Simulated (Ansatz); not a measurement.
# One shape, several levels: triplet GeSiH3ClO

Aim: a comparison of 6 runs (UHF/cc-pVDZ, U-revPBE/cc-pVDZ, UBLYP/cc-pVDZ, UPBE0/cc-pVDZ, UMP2/cc-pVDZ, UBCCD(T)/cc-pVDZ) of triplet GeSiH3ClO. 

The results are computed with Ansatz 0.2.0.

125 further runs of the same task are left out: 125 set aside as unsound or not needed.

## (1) Starting point

GeSiH3ClO: 7 atoms, total charge 0, spin state triplet. As SMILES of the parent species, `[SiH3][O][Ge][Cl]`. The shape is that of a PBE0-D4/def2-TZVP optimisation. This is one conformer, not always the lowest. That shape belongs to the parent species and isn't relaxed for this state.

Bond lengths: Si1–O2 1.655 Å, O2–Ge3 1.768 Å, Ge3–Cl4 2.210 Å, Si1–H5 1.484 Å, Si1–H6 1.484 Å, Si1–H7 1.484 Å. Angles: Si1–O2–Ge3 138.4°, O2–Ge3–Cl4 99.4°, O2–Si1–H5 107.2°, O2–Si1–H6 110.4°, O2–Si1–H7 110.5°, H5–Si1–H6 109.5°, H5–Si1–H7 109.5°, H6–Si1–H7 109.7°.

## (2) A single-point energy at UHF/cc-pVDZ (run 1)

The input, run.yaml:

```yaml
crystal:
  periodic: [false, false, false]
  atoms:
    - {symbol: Si, position_ang: [0.184400, 0.664200, -0.614200]}
    - {symbol: O, position_ang: [0.434500, -0.959500, -0.413800]}
    - {symbol: Ge, position_ang: [0.076600, -2.215900, 0.776900]}
    - {symbol: Cl, position_ang: [-0.991800, -0.995100, 2.277600]}
    - {symbol: H, position_ang: [0.795900, 1.045400, -1.911300]}
    - {symbol: H, position_ang: [-1.268900, 0.965100, -0.643300]}
    - {symbol: H, position_ang: [0.830700, 1.427800, 0.482400]}
basis:
  gaussian:
    orbitals: cc-pVDZ
magnetization:
  spin_polarized: true
  initial_magnetization: 2
hamiltonian:
  xc: hf
accuracy: high
output:
  orbitals: {seedname: orbitals}
```

On the command line:

```sh
$ ansatz run run.yaml --threads 1 --pin off --max-ram 3480MiB --events-out events.jsonl --progress --plain --runs-dir runs
```

The program printed:

```text
Warning: RAYON_NUM_THREADS=1 ignored (pool sized by the plan → 1); use --threads N
Functional definition: HF
  name "HF"
  exchange = exact_x
  correlation = 0
2087 factors; integrals over basis functions are off by at most 4.4e-9 eV
mean field evaluation 1: about -78920.5871 eV, gradient 2.4e1 eV
mean field evaluation 2: about -78920.6101 eV, gradient 2.4e1 eV
mean field evaluation 4: about -78923.6543 eV, gradient 2.9e0 eV
mean field evaluation 8: about -78923.7815 eV, gradient 2.7e-1 eV
mean field evaluation 16: about -78921.3369 eV, gradient 3.0e0 eV
mean field -78923.78444995 eV, -2900.3955820730 hartree, gradient 4.3e-8 eV, S^2 2.008436; 0 other end points of the search recorded, 0 dependent functions left out
reference -78923.78444995 eV, -2900.3955820730 hartree; 38, 36 occupied and 54, 56 virtual orbitals, 2087 factors
Total energy: -78923.78444995 eV, -2900.3955820730 hartree
```

Wall time 9.9 s (1 thread of Arm Neoverse V1, shared host); peak memory 0.46 GiB.

## (3) The energy at U-revPBE/cc-pVDZ (run 2)

Edit run.yaml of step 2 so:

```diff
@@ -11,11 +11,6 @@
 basis:
-  gaussian:
-    orbitals: cc-pVDZ
-magnetization:
-  spin_polarized: true
-  initial_magnetization: 2
-hamiltonian:
-  xc: hf
+  gaussian: {orbitals: cc-pVDZ}
+magnetization: {spin_polarized: true, initial_magnetization: 2}
+hamiltonian: {xc: {name: revPBE}}
 accuracy: high
-output:
-  orbitals: {seedname: orbitals}
+output: {orbitals: {seedname: orbitals}}
```

On the command line:

```sh
$ ansatz run run.yaml --threads 1 --pin off --max-ram 3480MiB --events-out events.jsonl --progress --plain --runs-dir runs
```

The program printed:

```text
Warning: RAYON_NUM_THREADS=1 ignored (pool sized by the plan → 1); use --threads N
Functional definition: revPBE
  name "revPBE"
  parameter kappa = 1.245
  parameter beta = 0.06672455060314922
  exchange = pbe_x(kappa = kappa, mu = beta*pi^2/3)
  correlation = pbe_c(beta = beta)
2087 factors; integrals over basis functions are off by at most 4.4e-9 eV
mean field evaluation 1: about -78997.8790 eV, gradient 4.0e1 eV
mean field evaluation 2: about -78897.6256 eV, gradient 1.3e2 eV
mean field evaluation 4: about -79002.9240 eV, gradient 1.2e1 eV
mean field evaluation 8: about -79003.9017 eV, gradient 2.8e-1 eV
mean field evaluation 16: about -79003.9022 eV, gradient 3.6e-5 eV
mean field evaluation 32: about -79003.6187 eV, gradient 6.1e0 eV
mean field -79003.90224498 eV, -2903.3398567346 hartree, gradient 1.8e-8 eV, S^2 2.002343; 4 other end points of the search recorded, 0 dependent functions left out
reference -79003.90224919 eV, -2903.3398568894 hartree; 38, 36 occupied and 54, 56 virtual orbitals, 2087 factors
Total energy: -79003.90224919 eV, -2903.3398568894 hartree
```

Wall time 22 s (1 thread of Arm Neoverse V1, shared host); peak memory 0.34 GiB.

Runs 3 to 5 aren't shown in full; the table further down has their settings and results.

## (4) A single-point energy at UBCCD(T)/cc-pVDZ (run 6)

The input, molecule.yaml:

```yaml
crystal:
  periodic: [false, false, false]
  atoms:
    - symbol: Si
      position_ang: [0.184400, 0.664200, -0.614200]
    - symbol: O
      position_ang: [0.434500, -0.959500, -0.413800]
    - symbol: Ge
      position_ang: [0.076600, -2.215900, 0.776900]
    - symbol: Cl
      position_ang: [-0.991800, -0.995100, 2.277600]
    - symbol: H
      position_ang: [0.795900, 1.045400, -1.911300]
    - symbol: H
      position_ang: [-1.268900, 0.965100, -0.643300]
    - symbol: H
      position_ang: [0.830700, 1.427800, 0.482400]
basis:
  gaussian:
    orbitals: cc-pVDZ
magnetization:
  spin_polarized: true
  initial_magnetization: 2
scf:
  omitted_lower_state_checks: [cluster_reference, increment]
accuracy: high
correlation:
  method: bccd_t
  frozen_orbitals: {Cl: 5, Ge: 9, H: 0, O: 1, Si: 5}
```

On the command line:

```sh
$ ansatz run molecule.yaml --threads 1 --pin off --max-ram 3480MiB --events-out events.jsonl --progress --plain --runs-dir runs
```

The program printed:

```text
Warning: RAYON_NUM_THREADS=1 ignored (pool sized by the plan → 1); use --threads N
[... 12 lines left out ...]
20 core orbitals not correlated: weight in the atoms' cores, before any rotation towards them, 1.000 or more for the frozen orbitals, at most 0.000 for the correlated occupied ones
[... 31 lines left out ...]
Total energy: -78938.58618858 eV, -2900.9395359347 hartree
Checks for a lower state left out: cluster_reference, increment
```

Run time: 2.2 min. Hardware: 1 thread of Arm Neoverse V1, shared host; peak memory 1.3 GiB.

## (5) Overview of the runs

| run | level | frozen core orbitals | energy (Eh) | HOMO energy (eV) | ⟨S²⟩ | wall time |
| --- | --- | --- | --- | --- | --- | --- |
| 1 | UHF/cc-pVDZ | – | -2900.395582 | -8.02 | 2.008 | 9.9 s |
| 2 | U-revPBE/cc-pVDZ | – | -2903.339857 | -3.79 | 2.002 | 22 s |
| 3 | UBLYP/cc-pVDZ | – | -2903.703415 | -3.47 | 2.002 | 26 s |
| 4 | UPBE0/cc-pVDZ | – | -2903.056971 | -5.01 | 2.004 | 31 s |
| 5 | UMP2/cc-pVDZ | 20 | -2900.884123 | – | 2.008 | 13 s |
| 6 | UBCCD(T)/cc-pVDZ | 20 | -2900.939536 | – | 2.008 | 2.2 min |

## (6) Outcome

| quantity | value |
| --- | --- |
| run 6: total energy | -2900.93954 Eh |
| run 6: correlation energy (20 core orbitals frozen) | -544.0 mEh |
| run 6: (T) correction | -15.19 mEh |
| run 6: ⟨S²⟩ of the reference determinant | 2.008 |

Below the UHF energy at the same shape and in the same basis (cc-pVDZ): UMP2 -488.5 mEh; UBCCD(T) -544.0 mEh. Totals of different functionals can't be ranked against each other. All runs together took 3.9 min, the longest 2.2 min.
